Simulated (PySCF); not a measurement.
# BPH3F3 (SMILES [BH3-][P+](F)(F)F), step by step

Wanted: a series of 9 runs (PBE0-D4/def2-TZVP, MP2/def2-TZVPP, PBE-D4/def2-TZVPP, r2SCAN-D4/def2-TZVPP, B3LYP-D4/def2-TZVPP, PBE0-D4/def2-TZVPP, wB97M-V/def2-TZVPP, SVWN5/def2-TZVPP, and more) of BPH3F3. Input form: a Python script.

The results are computed with PySCF 2.14.0.

1 further run of the same task is left out (for a faulty analytic Hessian).

## 1. The structure to begin with

The species is BPH3F3 (8 atoms), meant as a singlet with charge 0. SMILES: `[BH3-][P+](F)(F)F`. Geometry: relaxed at GFN2-xTB. The run starts from this shape.

Bond lengths: B1–P2 1.870 Å, P2–F3 1.585 Å, P2–F4 1.585 Å, P2–F5 1.585 Å, B1–H6 1.182 Å, B1–H7 1.182 Å, B1–H8 1.182 Å. Some angles: B1–P2–F3 121.9°, B1–P2–F4 121.9°, B1–P2–F5 122.0°, F3–P2–F4 94.6°, F3–P2–F5 94.6°, F4–P2–F5 94.7°, P2–B1–H6 104.7°, P2–B1–H7 104.7°, P2–B1–H8 104.6°, H6–B1–H7 113.8°.

## 2. A geometry optimisation at PBE0-D4/def2-TZVP (density fitting with def2-universal-jkfit) (run 1)

Input file geometry.xyz:

```xyz
8

B     -0.083970     1.003810     0.527130
P      0.054140    -0.646920    -0.340200
F      0.307070    -1.992980     0.458020
F     -1.130450    -1.236380    -1.213750
F      1.170780    -0.931760    -1.428850
H     -1.002970     0.881620     1.259750
H     -0.266410     1.783920    -0.341500
H      0.951810     1.138690     1.079400
```

Input file run.py:

```python
from pyscf import gto, dft
from pyscf.geomopt.geometric_solver import kernel as optimise

system = gto.Mole()
system.atom = 'geometry.xyz'
system.max_memory = 1860
system.verbose = 3
system.charge = 0
system.basis = 'def2-tzvp'
system.build()

mf = dft.RKS(system, xc='pbe0')
mf = mf.density_fit(auxbasis='def2-universal-jkfit')
mf.max_cycle = 100
mf.grids.level = 4
mf.disp = 'd4'
mf.conv_tol = 1e-09
converged, mol_eq = optimise(mf, maxsteps=100)
print('converged:', converged)
print(mol_eq.tostring())

mf.reset(mol_eq)
system = mol_eq
mf.kernel()
e_tot = mf.e_tot
print(f'total energy: {e_tot:.8f} hartree')
```

Run with:

```bash
OMP_NUM_THREADS=1 python run.py
```

Standard output:

```text
maxiter                   100
[... 43 lines left out ...]
> Convergence Criteria:
[... 17 lines left out ...]
WARN: Mole.unit (angstrom) is changed to Bohr
[... 11 lines left out ...]
Step    0 : Gradient = 3.207e-02/7.039e-02 (rms/max) Energy = -667.3402578314
[... 31 lines left out ...]
converged SCF energy = -667.350701716012
[... 41 lines left out ...]
converged SCF energy = -667.350726125797
[... 32 lines left out ...]
Converged! =D
[... 1 line left out ...]
converged: True
B          -0.08066718        0.95992917        0.50295713
P           0.05550736       -0.66040545       -0.34752570
F           0.30465898       -1.90815585        0.52395537
[... 4 lines of this table left out ...]
H           0.98854029        1.06615808        1.05349447
converged SCF energy = -667.35072619946
total energy: -667.35072620 hartree
```

Run time: 7.3 min. Hardware: 1 thread of AMD EPYC (Zen 3), shared host; peak memory 1.6 GiB.

Step by step:

| step | energy from the first frame kept (eV) | largest force (eV/Å) |
| --- | --- | --- |
| 0 | 0.0000 | 3.6196 |
| 1 | -0.2638 | 0.8744 |
| 2 | -0.2842 | 0.0609 |
| 3 | -0.2848 | 0.0250 |
| 4 | -0.2849 | 0.0089 |
| 5 | -0.2849 | 0.0024 |

After the run. Bond lengths: B1–P2 1.835 Å, P2–F3 1.542 Å, P2–F4 1.542 Å, P2–F5 1.542 Å, B1–H6 1.207 Å, B1–H7 1.207 Å, B1–H8 1.207 Å. Some angles: B1–P2–F3 117.7°, B1–P2–F4 117.7°, B1–P2–F5 117.7°, F3–P2–F4 100.1°, F3–P2–F5 100.1°, F4–P2–F5 100.1°, P2–B1–H6 102.9°, P2–B1–H7 103.0°, P2–B1–H8 102.9°, H6–B1–H7 115.2°.

## 3. The energy at MP2/def2-TZVPP (run 3)

Input file start.xyz:

```xyz
8
BF3H3P
B     -0.080667     0.959929     0.502957
P      0.055507    -0.660405    -0.347526
F      0.304659    -1.908156     0.523955
F     -1.155802    -1.142524    -1.171427
F      1.177933    -0.829973    -1.391479
H     -1.023315     0.799882     1.240046
H     -0.266900     1.729256    -0.408576
H      0.988540     1.066158     1.053494
```

Input file calc.py:

```python
from pyscf import gto, mp

mol = gto.M(
    atom='start.xyz',
    spin=0,
    basis='def2-tzvpp',
    max_memory=1860,
    verbose=3,
)

mf = mol.RHF()
mf.conv_tol = 1e-10
mf.kernel()
if not mf.converged:
    mf = mf.newton().run(mf.mo_coeff, mf.mo_occ)

pt = mp.MP2(mf, frozen=9).run()
e_final = pt.e_tot
print('Final energy', e_final)
```

Run with:

```bash
OMP_NUM_THREADS=1 python calc.py
```

Standard output:

```text
converged SCF energy = -665.739271913825
E(RMP2) = -666.767379516709  E_corr = -1.02810760288407
E(SCS-RMP2) = -666.748103460235  E_corr = -1.00883154640947
Final energy -666.7673795167093
```

It took 4.8 min on 1 thread of AMD EPYC (Zen 3), shared host; peak memory 1.8 GiB.

Runs 4 to 9 aren't shown in full; the table further down has their settings and results.

## 4. A single-point energy at HF/STO-3G (run 10)

Input file job.py:

```python
from pyscf import gto, scf

mol = gto.Mole()
mol.atom = [
    ('B', (-0.080667, 0.959929, 0.502957)),
    ('P', (0.055507, -0.660405, -0.347526)),
    ('F', (0.304659, -1.908156, 0.523955)),
    ('F', (-1.155802, -1.142524, -1.171427)),
    ('F', (1.177933, -0.829973, -1.391479)),
    ('H', (-1.023315, 0.799882, 1.240046)),
    ('H', (-0.266900, 1.729256, -0.408576)),
    ('H', (0.988540, 1.066158, 1.053494)),
]
mol.basis = 'sto-3g'
mol.spin = 0
mol.max_memory = 1860
mol.verbose = 3
mol.build()

mf = scf.RHF(mol)
mf.conv_tol = 1e-10
mf.kernel()
if not mf.converged:
    mf = mf.newton().run(mf.mo_coeff, mf.mo_occ)

energy = mf.e_tot
print('E = %.10f Eh' % energy)
```

Run with:

```bash
OMP_NUM_THREADS=1 python job.py
```

Standard output:

```text
converged SCF energy = -657.102677788236
E = -657.1026777882 Eh
```

It took 1.7 s on 1 thread of AMD EPYC (Zen 3), shared host; peak memory 0.1 GiB.

## 5. Overview of the runs

| run | level | task | integral approximation | energy (Eh) | dipole moment (D) of the reference | HOMO energy (eV) | LUMO energy (eV) | wall time |
| --- | --- | --- | --- | --- | --- | --- | --- | --- |
| 1 | PBE0-D4/def2-TZVP (density fitting with def2-universal-jkfit) | optimise | def2-universal-jkfit | -667.350726 | 1.64 | -9.71 | 0.15 | 7.3 min |
| 3 | MP2/def2-TZVPP | energy | none | -666.767380 | 1.76 | -13.10 | 3.52 | 4.8 min |
| 4 | PBE-D4/def2-TZVPP | energy | none | -667.317352 | 1.64 | -8.32 | -0.84 | 3.7 min |
| 5 | r2SCAN-D4/def2-TZVPP (density fitting with def2-universal-jkfit) | energy | def2-universal-jkfit | -667.639382 | 1.66 | -8.67 | -0.52 | 2.1 min |
| 6 | B3LYP-D4/def2-TZVPP | energy | none | -667.830534 | 1.62 | -9.51 | -0.10 | 4.7 min |
| 7 | PBE0-D4/def2-TZVPP | energy | none | -667.351717 | 1.62 | -9.72 | 0.15 | 4.3 min |
| 8 | wB97M-V/def2-TZVPP (density fitting with def2-universal-jkfit) | energy | def2-universal-jkfit | -667.690766 | 1.71 | -12.03 | 2.27 | 3.8 min |
| 9 | SVWN5/def2-TZVPP | energy | none | -664.363783 | 1.48 | -8.42 | -1.10 | 3.2 min |
| 10 | HF/STO-3G | energy | none | -657.102678 | 3.21 | -10.65 | 10.25 | 1.7 s |

## 6. Summary of results

| quantity | value |
| --- | --- |
| run 10, HF/STO-3G: total energy | -657.10268 Eh |
| run 10, HF/STO-3G: dipole moment | 3.21 D |
| run 10, HF/STO-3G: HOMO energy | -10.65 eV |
| run 10, HF/STO-3G: LUMO energy | 10.25 eV |
| run 10, HF/STO-3G: HOMO–LUMO gap | 20.91 eV |

What this shows: Over runs 4, 5, 6, 7, 8, 9, 10 the dipole moment (its size) runs from 1.48 D (SVWN5/def2-TZVPP) to 3.21 D (HF/STO-3G). The two ends differ in method and basis. Over runs 4, 5, 6, 7, 8, 9, 10 the HOMO–LUMO gap runs from 7.32 eV (SVWN5/def2-TZVPP) to 20.91 eV (HF/STO-3G). Totals of different functionals can't be ranked against each other. In run 10 the basis is minimal, so the values are rough. All runs together took 34 min, the longest 7.3 min.
